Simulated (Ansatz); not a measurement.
# BGeH₅ (triplet): wave-function methods side by side, cc-pVTZ

How much of the correlation energy of BGeH₅ (triplet) does each wave-function method recover here?

Method: cc-pVTZ, core rule «outside noble gas», up to 15 orbitals frozen; program: Ansatz 0.2.0, Gaussian basis.

The runs, in order: UHF; CCSD(T) on ROHF; CCSD(T) on UHF; BCCD(T) on ROHF; CCSDT(Q) on ROHF; CCSDT(Q) on UHF.

4 further runs of the same task are left out: 4 set aside as unsound or not needed.

## (1) What is computed

The geometry is a PBE0/def2-TZVP stationary point (not a proven minimum). No spin-orbit coupling is included. The filled d shell of Ge may be among the frozen orbitals whatever the setting's name suggests; the logs give the count.

7 atoms, charge 0, spin multiplicity 3.

Atoms are counted from 1 here; the program's logs count them from 0.

Bond lengths: Ge1–B2 2.205 Å, Ge1–H3 1.535 Å, Ge1–H4 1.535 Å, Ge1–H5 1.537 Å, B2–H6 1.202 Å, B2–H7 1.202 Å. Angles: B2–Ge1–H3 104.9°, B2–Ge1–H4 104.9°, B2–Ge1–H5 109.6°, H3–Ge1–H4 113.2°, H3–Ge1–H5 111.8°, H4–Ge1–H5 111.8°, Ge1–B2–H6 91.6°, Ge1–B2–H7 91.6°, H6–B2–H7 131.7°.

## (2) UHF

File in.yaml:

```yaml
crystal:
  periodic: [false, false, false]
  atoms:
    - {symbol: Ge, position_ang: [-0.009150, 0.000000, 0.305594]}
    - {symbol: B, position_ang: [0.133797, 0.000000, -1.895159]}
    - {symbol: H, position_ang: [0.709968, -1.282092, 0.749236]}
    - {symbol: H, position_ang: [0.709968, 1.282092, 0.749236]}
    - {symbol: H, position_ang: [-1.487565, 0.000000, 0.727212]}
    - {symbol: H, position_ang: [-0.354021, -1.096997, -1.961000]}
    - {symbol: H, position_ang: [-0.354021, 1.096997, -1.961000]}
basis:
  gaussian: {orbitals: cc-pVTZ}
magnetization: {spin_polarized: true, initial_magnetization: 2}
hamiltonian: {xc: hf}
output: {orbitals: {seedname: orbitals}}
```

Started as:

```bash
$ ansatz run in.yaml --threads 1 --pin off --events-out ev --progress --plain --max-ram 4096MiB --backend cpu
```

After this run come: CCSD(T) on ROHF; CCSD(T) on UHF; BCCD(T) on ROHF; CCSDT(Q) on ROHF; CCSDT(Q) on UHF.

**Question.** What will the summary of the whole plan be? Wanted: UCCSDT(Q) below the RHF energy; RMP2 from UCCSDT(Q); UMP2 from UCCSDT(Q); RCCSD from UCCSDT(Q); RCCSD(T) from UCCSDT(Q); UCCSD(T) from UCCSDT(Q); RCCSDT(Q) from UCCSDT(Q); T1 diagnostic.

**Answer**, as computed:

| quantity | value |
| --- | --- |
| UCCSDT(Q) below the RHF energy | -7.3274 eV |
| RMP2 from UCCSDT(Q) | +1375.0 meV |
| UMP2 from UCCSDT(Q) | +1376.2 meV |
| RCCSD from UCCSDT(Q) | +250.7 meV |
| RCCSD(T) from UCCSDT(Q) | +44.5 meV |
| UCCSD(T) from UCCSDT(Q) | +42.3 meV |
| RCCSDT(Q) from UCCSDT(Q) | +3.1 meV |
| levels within 1 kcal/mol (43 meV) | UCCSD(T), RCCSDT, UCCSDT, RCCSDT(Q) |
| T1 diagnostic | 0.019 |

RCCSD(T) lands +44.5 meV from the yardstick (0.6 % of the correlation energy). These misses are within one basis, not against nature; the frozen cores of restricted and unrestricted runs differ, which can shift their rows.
